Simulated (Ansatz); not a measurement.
# CH5BS2: basis-set convergence

The task here is to estimate one member of a computed series from the others.

Method: one geometry, several basis sets; program: Ansatz 0.2.0, Gaussian basis.

Levels to be run: PBE0-D4/def2-SVP; ωB97M-V/def2-SVP; PBE0-D4/def2-QZVPP; ωB97M-V/def2-QZVPP; the functionals' def2-TZVPP values are taken from earlier runs.

### The relaxed structure

An earlier PBE0-D4 in a triple-zeta def2 set relaxation fixed the geometry.

9 atoms, charge 0, spin multiplicity 1.

Atoms are counted from 1 here; the program's logs count them from 0.

Bond lengths: C1–B2 1.575 Å, C1–H5 1.094 Å, C1–H6 1.094 Å, C1–H7 1.096 Å, B2–S3 1.904 Å, B2–S4 2.021 Å, B2–H8 1.197 Å, S3–S4 2.051 Å, S4–H9 1.352 Å. Angles: B2–C1–H5 113.6°, B2–C1–H6 112.0°, B2–C1–H7 108.7°, H5–C1–H6 108.6°, H5–C1–H7 107.0°, H6–C1–H7 106.5°, C1–B2–S3 119.5°, C1–B2–S4 115.6°, C1–B2–H8 122.2°, S3–B2–S4 62.9°, S3–B2–H8 114.1°, S4–B2–H8 106.4°, B2–S3–S4 61.3°, B2–S4–S3 55.7°, B2–S4–H9 97.5°, S3–S4–H9 100.4°.

Set-up of the first run:

in.yaml reads:

```yaml
crystal:
  periodic: [false, false, false]
  atoms:
    - {symbol: C, position_ang: [-0.558471, 0.625805, 0.692362]}
    - {symbol: B, position_ang: [-0.405497, -0.431449, -0.465170]}
    - {symbol: S, position_ang: [0.606744, -2.015206, -0.162226]}
    - {symbol: S, position_ang: [1.424015, -0.531607, -1.319017]}
    - {symbol: H, position_ang: [0.288432, 0.643648, 1.384664]}
    - {symbol: H, position_ang: [-0.714587, 1.637318, 0.306067]}
    - {symbol: H, position_ang: [-1.448129, 0.376795, 1.281120]}
    - {symbol: H, position_ang: [-1.198936, -0.521850, -1.356244]}
    - {symbol: H, position_ang: [2.095028, 0.170046, -0.378555]}
basis:
  gaussian: {orbitals: def2-SVP}
hamiltonian: {xc: pbe0, dispersion: d4}
output: {orbitals: {seedname: orbitals}}
```

Launch:

```
$ ansatz run in.yaml --threads 2 --pin off --events-out ev --progress --plain --max-ram 4352MiB
```

Steps of the session up to this table: PBE0-D4 in def2-SVP; ωB97M-V in def2-SVP; PBE0-D4 in def2-QZVPP; ωB97M-V in def2-QZVPP.

One table of the session follows, with a row left open; its other results are not shown here.

It belongs to the step «Functionals by basis». 

```
functional       basis  HOMO (eV)
   PBE0-D4    def2-SVP          ?
   PBE0-D4  def2-TZVPP      -7.08
   PBE0-D4  def2-QZVPP      -7.11
   ωB97M-V    def2-SVP      -9.12
   ωB97M-V  def2-TZVPP      -9.27
   ωB97M-V  def2-QZVPP      -9.30
```

**Question.** Estimate the row for PBE0-D4, def2-SVP.

The run gave: HOMO (eV): -6.96. In the column «HOMO (eV)» it is the highest.
